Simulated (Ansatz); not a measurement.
# C₂H₇AlBClO: one species, many methods

One table from this session's results is given with a row withheld; the runs are named, their logs left out.

Program: Ansatz 0.2.0, Gaussian basis. Level of theory: functionals in def2-TZVPP, the program's frozen cores in correlated methods. These are calculated values, not measurements.

The runs, in order: PBE-D4, r2SCAN-D4, PBE0-D4, B3LYP-D4, ωB97X-V, ωB97M-V, B2PLYP; CCSD(T)/def2-TZVPP; MP2/def2-QZVPP; extrapolation to the limit.

## The relaxed structure

An earlier PBE0-D4 in a triple-zeta def2 set relaxation fixed the geometry.

13 atoms, charge 0, spin multiplicity 1.

Atoms are counted from 1 here; the program's logs count them from 0.

Bond lengths: C1–Al2 1.946 Å, C1–H7 1.093 Å, C1–H8 1.094 Å, C1–H9 1.095 Å, Al2–C3 1.991 Å, Al2–Cl4 2.452 Å, Al2–H10 1.583 Å, C3–Cl4 1.862 Å, C3–B5 1.535 Å, C3–H11 1.087 Å, B5–O6 1.352 Å, B5–H12 1.200 Å, O6–H13 0.964 Å. Angles: Al2–C1–H7 112.4°, Al2–C1–H8 111.6°, Al2–C1–H9 110.4°, H7–C1–H8 108.1°, H7–C1–H9 107.3°, H8–C1–H9 106.8°, C1–Al2–C3 118.6°, C1–Al2–Cl4 110.0°, C1–Al2–H10 125.3°, C3–Al2–Cl4 48.2°, C3–Al2–H10 116.0°, Cl4–Al2–H10 108.2°, Al2–C3–Cl4 79.0°, Al2–C3–B5 117.6°, Al2–C3–H11 114.1°, Cl4–C3–B5 113.7°, Cl4–C3–H11 106.4°, B5–C3–H11 118.6° and more.

As a file:

```xyz
13

C    -0.7244   -1.6720   -0.8587
Al   -0.1583   -1.0214    0.8856
C     0.5867    0.8197    1.0217
Cl   -1.2161    1.1393    1.3601
B     1.0986    1.4769   -0.2671
O     0.3121    2.0397   -1.2119
H    -0.7915   -0.8717   -1.6001
H    -1.6966   -2.1700   -0.8064
H    -0.0110   -2.4107   -1.2398
H    -0.1527   -1.8715    2.2209
H     1.1133    1.0172    1.9522
H     2.2766    1.4221   -0.4896
H    -0.6162    2.0676   -0.9520
```

Set-up of the first run:

The input, in.yaml:

```yaml
crystal:
  periodic: [false, false, false]
  atoms:
    - {symbol: C, position_ang: [-0.724413, -1.671952, -0.858695]}
    - {symbol: Al, position_ang: [-0.158308, -1.021371, 0.885619]}
    - {symbol: C, position_ang: [0.586666, 0.819721, 1.021672]}
    - {symbol: Cl, position_ang: [-1.216103, 1.139348, 1.360118]}
    - {symbol: B, position_ang: [1.098599, 1.476908, -0.267129]}
    - {symbol: O, position_ang: [0.312139, 2.039707, -1.211854]}
    - {symbol: H, position_ang: [-0.791466, -0.871724, -1.600067]}
    - {symbol: H, position_ang: [-1.696617, -2.170023, -0.806359]}
    - {symbol: H, position_ang: [-0.011009, -2.410701, -1.239773]}
    - {symbol: H, position_ang: [-0.152689, -1.871515, 2.220938]}
    - {symbol: H, position_ang: [1.113290, 1.017155, 1.952246]}
    - {symbol: H, position_ang: [2.276648, 1.422134, -0.489581]}
    - {symbol: H, position_ang: [-0.616237, 2.067615, -0.952035]}
basis:
  gaussian: {orbitals: def2-TZVPP}
hamiltonian: {xc: pbe, dispersion: d4}
output: {forces: true, orbitals: {seedname: orbitals}}
```

On the command line:

```bash
ansatz run in.yaml --threads 2 --pin off --events-out ev --progress --plain --max-ram 20480MiB --backend cuda --devices 0, --max-vram 18GiB
```

Among the steps run: PBE-D4 (GGA); r2SCAN-D4 (meta-GGA); PBE0-D4 (hybrid); B3LYP-D4 (hybrid); ωB97X-V (range-separated); ωB97M-V (range-separated); B2PLYP (double hybrid); CCSD(T) in def2-TZVPP; MP2 in def2-QZVPP.

One table of the session follows, with a row left open; its other results are not shown here.

```
            method  atomisation energy (kJ/mol)
            PBE-D4                            ?
         r2SCAN-D4                       4787.1
           PBE0-D4                       4763.0
          B3LYP-D4                       4741.3
           ωB97X-V                       4757.5
           ωB97M-V                       4774.5
            B2PLYP                       4694.1
     HF/def2-TZVPP                       3542.2
    MP2/def2-TZVPP                       4718.5
   CCSD/def2-TZVPP                       4559.0
CCSD(T)/def2-TZVPP                       4629.2
           MP2/CBS                       4834.9
       CCSD(T)/CBS                       4745.6
```

Q: Estimate the row for PBE-D4 from the others.

The run gave: atomisation energy (kJ/mol): 4833.5. In the column «atomisation energy (kJ/mol)» it lies between r2SCAN-D4 (4787.1) and MP2/CBS (4834.9).
